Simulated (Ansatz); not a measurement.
Relaxation of a periodic cell of 21 atoms, H2C18O (surface graphene monolayer, adsorbate H2O), to a largest force component of 0.08 eV/Å in at most 25 steps.

Theory: DFT LDA, scalar-relativistic, plane waves, PAW in Ansatz. Settings: accuracy low, PAW set soft_1, cutoff 420 eV, k mesh 2x2x1, fermi-dirac smearing 0.05 eV, no spin polarisation.

```xyz
21
Lattice="7.3980 0.0000 0.0000 -3.6990 6.4069 0.0000 0.0000 0.0000 11.0000" Properties=species:S:1:pos:R:3:forces:R:3
C 0.000 0.000 1.000 0.27 0.11 0.15
C 1.233 0.712 1.000 -0.16 -0.10 -0.04
C -1.233 2.136 1.000 4.02 -4.07 -5.44
C 0.000 2.847 1.000 0.06 -0.07 -0.39
C -2.466 4.271 1.000 -1.36 5.15 -4.76
C -1.233 4.983 1.000 0.01 0.06 -0.38
C 2.466 0.000 1.000 0.00 0.04 0.07
C 3.699 0.712 1.000 0.23 0.36 -0.05
C 1.233 2.136 1.000 0.08 -0.05 0.08
C 2.466 2.847 1.000 0.41 0.01 -0.05
C 0.000 4.271 1.000 0.22 0.18 -0.05
C 1.233 4.983 1.000 0.04 0.03 -0.02
C 4.932 0.000 1.000 -0.26 -0.32 -0.01
C 6.165 0.712 1.000 0.02 0.60 -0.20
C 3.699 2.136 1.000 -1.93 -1.10 -1.18
C 4.932 2.847 1.000 -0.47 -0.37 0.23
C 2.466 4.271 1.000 -0.41 -0.02 -0.02
C 3.699 4.983 1.000 0.42 -0.21 -0.21
O 5.292 3.014 2.400 -2.38 -1.22 10.73
H 6.173 2.693 2.600 1.70 -1.18 0.63
H 5.322 3.952 2.600 -0.51 2.18 0.88
```

Problem. Where does it end, and by what steps?

Solution. The forces met the threshold. The force dipped under the threshold on the way, but the program's further checks kept it going. Limits of this set-up: coarse k mesh, slab without dipole correction, no dispersion correction for a molecule that may bind weakly, PAW files made for another functional, low accuracy level. After 21 steps the energy has fallen by 5.596 eV; O19 moved furthest, 1.60 Å. The start is strongly strained (largest force component 11 eV/Å), so its close contacts needn't be bonds. Parted: C16–O19 (1.46 → 3.21 Å).

| step | energy less start (eV) | largest force component (eV/Å) | accepted |
| --- | --- | --- | --- |
| 0 | 0.0000 | 10.733 | yes |
| 1 | -2.5423 | 5.986 | yes |
| 2 | -3.4502 | 3.175 | yes |
| 3 | -4.1954 | 2.632 | yes |
| 4 | -4.8860 | 1.681 | yes |
| 5 | -5.3043 | 1.007 | yes |
| 6 | -5.4882 | 0.405 | yes |
| 7 | -5.5663 | 0.147 | yes |
| 8 | -5.5826 | 0.200 | yes |
| 9 | -5.5843 | 0.222 | yes |
| 10 | -5.5802 | 0.792 | no |
| 11 | -5.5879 | 0.045 | yes |
| 12 | -5.5798 | 0.902 | no |
| 13 | -5.5890 | 0.093 | yes |
| 14 | -5.5900 | 0.076 | yes |
| 15 | -5.5911 | 0.146 | yes |
| 16 | -5.5936 | 0.062 | yes |
| 17 | -5.5936 | 0.062 | yes |
| 18 | -5.5866 | 0.821 | no |
| 19 | -5.5941 | 0.240 | yes |
| 20 | -5.5941 | 0.361 | no |
| 21 | -5.5958 | 0.030 | yes |

```xyz
21
Lattice="7.3980 0.0000 0.0000 -3.6990 6.4069 0.0000 0.0000 0.0000 11.0000" Properties=species:S:1:pos:R:3
C -0.009 0.000 0.834
C 1.225 0.712 0.833
C -1.235 2.132 0.831
C -0.009 2.840 0.834
C -2.474 4.263 0.831
C -1.235 4.979 0.832
C 2.464 -0.003 0.832
C 3.689 0.704 0.831
C 1.225 2.127 0.834
C 2.463 2.842 0.832
C -0.009 4.271 0.832
C 1.224 4.983 0.833
C 4.923 -0.009 0.833
C 6.162 0.706 0.834
C 3.689 2.134 0.829
C 4.923 2.846 0.827
C 2.464 4.267 0.833
C 3.688 4.976 0.833
O 5.620 3.371 3.921
H 6.076 2.590 3.565
H 5.211 3.775 3.135
```

Whether the end is a true minimum wasn't checked by a vibrational analysis.

Time of the run: 2.1 min on 1 thread of Arm Neoverse V1, on a shared host, peak memory 0.56 GiB.
